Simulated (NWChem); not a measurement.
**CH5BClN (SMILES CNBCl) at 5 levels**

Aim: a comparison of 5 runs (HF/STO-3G, M06-2X/def2-SVP, B3LYP/6-31G*, PBE/def2-SVP, PBE0/def2-SVP) of CH5BClN. 

The results are computed with NWChem 7.3.0.

## 1. Starting point

CH5BClN: 9 atoms, total charge 0, spin state singlet. SMILES: `CNBCl`. The shape is that of a PBE0-D4/def2-TZVP optimisation. This is one conformer, not always the lowest.

Bond lengths: C1–N2 1.445 Å, N2–B3 1.381 Å, B3–Cl4 1.771 Å, C1–H5 1.094 Å, C1–H6 1.094 Å, C1–H7 1.090 Å, N2–H8 1.009 Å, B3–H9 1.192 Å. Some angles: C1–N2–B3 126.0°, N2–B3–Cl4 119.6°, C1–N2–H8 115.0°, B3–N2–H8 119.0°, N2–C1–H5 111.4°, N2–C1–H6 111.4°, N2–C1–H7 109.2°, N2–B3–H9 121.5°, Cl4–B3–H9 118.9°, H5–C1–H6 108.3°.

## 2. Energy and gradient at HF/STO-3G (run 1)

Input file ch5bcln.xyz:

```xyz
9

C      0.510100     0.482100    -0.973400
N     -0.407900    -0.226000    -0.111700
B     -0.261100    -0.415200     1.248200
Cl    -1.495300    -1.314500     2.144800
H      0.907000    -0.170400    -1.756500
H      0.027900     1.338900    -1.452800
H      1.346700     0.849900    -0.380000
H     -1.220500    -0.605500    -0.573900
H      0.681600     0.014200     1.838200
```

Input file run.py:

```python
from ase.io import read
from ase.calculators.nwchem import NWChem

molecule = read('ch5bcln.xyz')

calc = NWChem(
    label='ch5bcln',
    theory='scf',
    memory='2200 mb',
    basis='STO-3G',
    basispar='spherical bse',
    scf={'nopen': '0', 'rhf': None, 'thresh': '1e-08', 'maxiter': '80', 'print': 'low'},
)
molecule.calc = calc

forces = molecule.get_forces()
print("Total energy (eV):", round(molecule.get_potential_energy(), 6))
print("forces (eV/A):")
for s, f in zip(molecule.symbols, forces):
    print(f"{s:2s} {f[0]:10.5f} {f[1]:10.5f} {f[2]:10.5f}")
```

Started as:

```bash
$ export ASE_NWCHEM_COMMAND="nwchem PREFIX.nwi > PREFIX.nwo"
$ python run.py
```

The program printed:

```text
Total energy (eV): -15594.903303
forces (eV/A):
C     0.89042    0.67239   -0.77647
N    -0.22158   -0.47956    1.73971
B     1.42105    0.87721   -0.25022
Cl   -0.52451   -0.37703    0.35594
H    -0.05950    0.03929    0.03636
H     0.00848   -0.07713    0.01260
H    -0.05219   -0.01795   -0.05970
H    -0.57834   -0.23407   -0.50841
H    -0.88384   -0.40315   -0.54975
```

The calculator wrote ch5bcln.nwi:

```
title "ch5bcln"

permanent_dir ch5bcln

scratch_dir ch5bcln

start ch5bcln

geometry units angstrom nocenter noautosym noautoz
  C  5.1010000000000000e-01 4.8209999999999997e-01 -9.7340000000000004e-01
  N  -4.0789999999999998e-01 -2.2600000000000001e-01 -1.1169999999999999e-01
  B  -2.6110000000000000e-01 -4.1520000000000001e-01 1.2482000000000000e+00
  Cl -1.4953000000000001e+00 -1.3145000000000000e+00 2.1448000000000000e+00
  H  9.0700000000000003e-01 -1.7040000000000000e-01 -1.7565000000000000e+00
  H  2.7900000000000001e-02 1.3389000000000000e+00 -1.4528000000000001e+00
  H  1.3467000000000000e+00 8.4989999999999999e-01 -3.8000000000000000e-01
  H  -1.2204999999999999e+00 -6.0550000000000004e-01 -5.7389999999999997e-01
  H  6.8159999999999998e-01 1.4200000000000001e-02 1.8382000000000001e+00
end

memory 2200 mb

basis spherical bse noprint
   * library STO-3G
end

scf
  nopen 0
  rhf
  thresh 1e-08
  maxiter 80
  print low
end

task scf gradient
```

ch5bcln.nwo:

```text
Northwest Computational Chemistry Package (NWChem) 7.3.0
             --------------------------------------------------------

           Job information
           ---------------

    nwchem branch   = 7.3.0
    use scalapack   = T
    input           = ch5bcln.nwi
    prefix          = ch5bcln.
    data base       = ch5bcln/ch5bcln.db
    status          = startup
    nproc           =        1

           Memory information
           ------------------

    heap     =     72089596 doubles =      550.0 Mbytes
    stack    =     72089601 doubles =      550.0 Mbytes
    global   =    144179200 doubles =     1100.0 Mbytes (distinct from heap & stack)
    total    =    288358397 doubles =     2200.0 Mbytes
    verify   = yes
    hardfail = no

           Directory information
           ---------------------

  0 permanent = ch5bcln
  0 scratch   = ch5bcln

                                NWChem Input Module
                                -------------------

                                      ch5bcln
                                      -------

[... 27 lines left out ...]
            Nuclear Dipole moment (a.u.)
[... 53 lines left out ...]
                                      ch5bcln

  ao basis        = "ao basis"
  functions       =    29
  atoms           =     9
  closed shells   =    20
  open shells     =     0
  charge          =   0.00
  wavefunction    = RHF
  input vectors   = atomic
  output vectors  = ch5bcln/ch5bcln.movecs
  use symmetry    = F
  symmetry adapt  = F

 Forming initial guess at       0.0s

 Starting SCF solution at       0.1s

       Final RHF  results
       ------------------

         Total SCF energy =   -573.102130460246
      One-electron energy =  -1067.438853184058
      Two-electron energy =    354.809980069868
 Nuclear repulsion energy =    139.526742653945

        Time for solution =      1.9s

                              NWChem Gradients Module
                              -----------------------

                         RHF ENERGY GRADIENTS

    atom               coordinates                        gradient
                 x          y          z           x          y          z
   1 C       0.963949   0.911037  -1.839459   -0.017316  -0.013076   0.015100
   2 N      -0.770819  -0.427078  -0.211082    0.004309   0.009326  -0.033832
   3 B      -0.493407  -0.784614   2.358756   -0.027635  -0.017059   0.004866
[... 5 lines of this table left out ...]
   9 H       1.288037   0.026834   3.473694    0.017188   0.007840   0.010691

 Task  times  cpu:        2.8s     wall:        2.8s
 Total times  cpu:        2.8s     wall:        2.8s
```

Wall time 4.2 s (1 thread of Intel Xeon Platinum 8259CL at 2.50GHz (Skylake/Cascade Lake), shared host); peak memory 0.098 GiB.

## 3. Energy and forces at M06-2X/def2-SVP (run 2)

Input file mol.nw:

```
echo
start mol
memory stack 880 mb heap 220 mb global 1100 mb

geometry units angstroms noautosym nocenter noautoz
C        0.510100       0.482100      -0.973400
N       -0.407900      -0.226000      -0.111700
B       -0.261100      -0.415200       1.248200
Cl      -1.495300      -1.314500       2.144800
H        0.907000      -0.170400      -1.756500
H        0.027900       1.338900      -1.452800
H        1.346700       0.849900      -0.380000
H       -1.220500      -0.605500      -0.573900
H        0.681600       0.014200       1.838200
end

basis spherical bse
* library def2-SVP
end

dft
xc m06-2x
grid xfine
convergence energy 1e-08
maxiter 100
mulliken
print low
end

task dft gradient
```

Started as:

```bash
$ nwchem mol.nw > mol.out
```

The program printed:

```text
[...]
 d= 0,ls=0.0,diis     1   -580.6527004580 -7.20D+02  6.98D-03  2.60D-01     7.1
[...]
 d= 0,ls=0.0,diis     8   -580.6923423139 -6.37D-09  1.90D-06  5.67D-08    51.8
         Total DFT energy =     -580.692342313941
      One electron energy =    -1074.098167736053
           Coulomb energy =      400.375137275804
    Exchange-Corr. energy =      -46.496054507637
 Nuclear repulsion energy =      139.526742653945
[...]
      Total Density - Mulliken Population Analysis
     ---------------------------------------------
    Atom       Charge   Shell Charges
 -----------   ------   -------------------------------------------------------
    1 C    6     5.96   1.99  0.87  0.15  2.10  0.81  0.04
    2 N    7     7.19   1.99  0.97  0.39  2.48  1.34  0.02
    3 B    5     4.95   1.99  0.78  0.10  1.56  0.41  0.11
    4 Cl  17    17.17   2.00  1.99  1.22  0.71  5.94  2.15  3.14  0.02
    5 H    1     0.95   0.75  0.18  0.02
    6 H    1     0.95   0.75  0.18  0.02
    7 H    1     0.94   0.75  0.18  0.02
    8 H    1     0.85   0.72  0.09  0.04
    9 H    1     1.04   0.75  0.27  0.01
[...]
                         DFT ENERGY GRADIENTS
    atom               coordinates                        gradient
                 x          y          z           x          y          z
   1 C       0.963949   0.911037  -1.839459    0.002033   0.001427  -0.001031
   2 N      -0.770819  -0.427078  -0.211082   -0.002567  -0.001608   0.000522
   3 B      -0.493407  -0.784614   2.358756   -0.000440  -0.000010  -0.001203
   4 Cl     -2.825707  -2.484045   4.053084    0.003062   0.002148  -0.001819
   5 H       1.713981  -0.322009  -3.319304   -0.001813   0.002309   0.003347
   6 H       0.052723   2.530154  -2.745394    0.001605  -0.003564   0.002169
   7 H       2.544894   1.606078  -0.718096   -0.003689  -0.001653  -0.002490
   8 H      -2.306411  -1.144229  -1.084514    0.004721   0.002340   0.002036
   9 H       1.288037   0.026834   3.473694   -0.002913  -0.001388  -0.001530
 Task  times  cpu:       70.5s     wall:       70.5s
[...]
```

It took 71 s on 1 thread of Intel Xeon Platinum 8259CL at 2.50GHz (Skylake/Cascade Lake), shared host; peak memory 0.14 GiB.

Runs 3 to 4 aren't shown in full; the table further down has their settings and results.

## 4. Energy and gradient at PBE0/def2-SVP (run 5)

Input file nw.xyz:

```xyz
9

C      0.510100     0.482100    -0.973400
N     -0.407900    -0.226000    -0.111700
B     -0.261100    -0.415200     1.248200
Cl    -1.495300    -1.314500     2.144800
H      0.907000    -0.170400    -1.756500
H      0.027900     1.338900    -1.452800
H      1.346700     0.849900    -0.380000
H     -1.220500    -0.605500    -0.573900
H      0.681600     0.014200     1.838200
```

Input file nw.nw:

```
start nw
memory stack 880 mb heap 220 mb global 1100 mb

geometry units angstrom noautosym nocenter noautoz
   load format xyz nw.xyz
end

basis spherical bse
   C library def2-SVP
   N library def2-SVP
   B library def2-SVP
   Cl library def2-SVP
   H library def2-SVP
end

dft
   xc pbe0
   grid xfine
   convergence energy 1e-08
   iterations 100
   mulliken
end

task dft gradient
```

Started as:

```bash
$ nwchem nw.nw > nw.out
```

The program printed:

```text
[...]
          Wavefunction type:  closed shell.
          No. of atoms     :     9
          No. of electrons :    40
[...]
          Charge           :     0
          Spin multiplicity:     1
[...]
          AO basis - number of functions:    85
[...]
              XC Information
              --------------
                         PBE0 Method XC Functional
                     Hartree-Fock (Exact) Exchange  0.250
          PerdewBurkeErnzerhof Exchange Functional  0.750
            Perdew 1991 LDA Correlation Functional  1.000 local
           PerdewBurkeErnz. Correlation Functional  1.000 non-local
[...]
 d= 0,ls=0.0,diis     1   -580.4222393233 -7.20D+02  8.10D-03  3.44D-01     5.1
[...]
 d= 0,ls=0.0,diis     8   -580.4655730109  9.28D-09  4.47D-06  3.36D-07    36.1
         Total DFT energy =     -580.465573010940
      One electron energy =    -1074.097915505486
           Coulomb energy =      400.359540017082
    Exchange-Corr. energy =      -46.253940176481
 Nuclear repulsion energy =      139.526742653945
[...]
      Total Density - Mulliken Population Analysis
     ---------------------------------------------
    Atom       Charge   Shell Charges
 -----------   ------   -------------------------------------------------------
    1 C    6     5.95   1.99  0.89  0.13  2.10  0.80  0.04
    2 N    7     7.16   1.99  0.98  0.38  2.48  1.31  0.02
    3 B    5     5.00   1.99  0.80  0.10  1.59  0.41  0.11
    4 Cl  17    17.15   2.00  1.98  1.25  0.69  5.93  2.16  3.12  0.02
    5 H    1     0.95   0.75  0.18  0.02
    6 H    1     0.95   0.75  0.18  0.02
    7 H    1     0.95   0.74  0.18  0.02
    8 H    1     0.86   0.72  0.09  0.05
    9 H    1     1.03   0.74  0.27  0.01
[...]
  wavefunction    = closed shell
                         DFT ENERGY GRADIENTS
    atom               coordinates                        gradient
                 x          y          z           x          y          z
   1 C       0.963949   0.911037  -1.839459    0.005457   0.004136  -0.004591
   2 N      -0.770819  -0.427078  -0.211082   -0.004975  -0.003404   0.002477
   3 B      -0.493407  -0.784614   2.358756    0.003713   0.002370  -0.001028
   4 Cl     -2.825707  -2.484045   4.053084    0.001514   0.001102  -0.001099
   5 H       1.713981  -0.322009  -3.319304   -0.002483   0.002884   0.004551
   6 H       0.052723   2.530154  -2.745394    0.001955  -0.004740   0.003021
   7 H       2.544894   1.606078  -0.718096   -0.004623  -0.002175  -0.002595
   8 H      -2.306411  -1.144229  -1.084514    0.004459   0.002158   0.002182
   9 H       1.288037   0.026834   3.473694   -0.005016  -0.002331  -0.002918
[...]
```

It took 47 s on 1 thread of Intel Xeon Platinum 8259CL at 2.50GHz (Skylake/Cascade Lake), shared host; peak memory 0.14 GiB.

## 5. All runs side by side

| run | level | iteration cap | module | energy (Eh) | largest force (eV/Å) | wall time |
| --- | --- | --- | --- | --- | --- | --- |
| 1 | HF/STO-3G | 80 | scf | -573.102130 | 1.818 | 4.2 s |
| 2 | M06-2X/def2-SVP | 100 | dft | -580.692342 | 0.290 | 71 s |
| 3 | B3LYP/6-31G* (spherical functions) | 100 | dft | -580.993382 | 0.425 | 51 s |
| 4 | PBE/def2-SVP | 100 | dft | -580.404473 | 0.685 | 55 s |
| 5 | PBE0/def2-SVP | 100 | dft | -580.465573 | 0.424 | 47 s |

## 6. Summary of results

```
                       quantity          value
            run 5: total energy  -580.46557 Eh
           run 5: dipole moment         2.91 D
             run 5: HOMO energy       -7.68 eV
             run 5: LUMO energy        0.60 eV
           run 5: HOMO–LUMO gap        8.28 eV
run 5: largest force on an atom     0.424 eV/Å
```

In words: Over runs 3, 4, 5 the dipole moment (its size) runs from 2.86 D (PBE/def2-SVP) to 3.11 D (B3LYP/6-31G*). The two ends differ in method and basis. Totals of different functionals can't be ranked against each other. In run 1 the basis is minimal, so the values are rough. All runs together took 3.8 min, the longest 71 s.
